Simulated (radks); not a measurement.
# Taking charge from the 3s level of La in fractions

One table from this session's results is given with a row withheld; the runs are named, their logs left out.

Program: radks (a radial shooting solver on a logarithmic mesh, Libxc functionals) version 1. Level of theory: Dirac Kohn-Sham, PBE, spin-unpolarised, spherical densities, point nucleus; open shells fill j = l - 1/2 first. These are calculated values, not measurements, unless marked.

## What is computed

```
element       : lanthanum (Z = 57)
charge        : 0
electrons     : 57
configuration : [Xe] 5d1 6s2
```

Set-up of the first run:

Input:

```text
Z 57
configuration [Xe] 5d1 6s2
relativity Dirac
functional pbe,pbe
spin unpolarised
j_filling energy
nucleus point
c 137.035999084
```

Among the steps run: Start: [Xe] 5d1 6s2.

One of the session's tables, all rows but one given; the rest of the session is left out.

It belongs to the step «Start: [Xe] 5d1 6s2». Sizes of the orbitals, from the radial functions (bohr):

```
level     <r>  outermost maximum (interpolated)  90 % within  nodes
4d3/2  0.7621                             0.667         1.15      1
4d5/2  0.7717                             0.675         1.16      1
5s1/2   1.558                              1.41         2.24      4
5p1/2   1.750                              1.54         2.55      3
5p3/2   1.831                              1.61         2.67      3
6s1/2       ?                                 ?            ?      ?
5d3/2   2.969                              2.19         4.74      2
5d5/2   3.038                              2.23         4.86      2
```

**Question.** Estimate the row for 6s1/2.

The run gave: <r>: 4.430; outermost maximum (interpolated): 3.83; 90 % within: 6.49; nodes: 5. In the column «<r>» it is the highest.
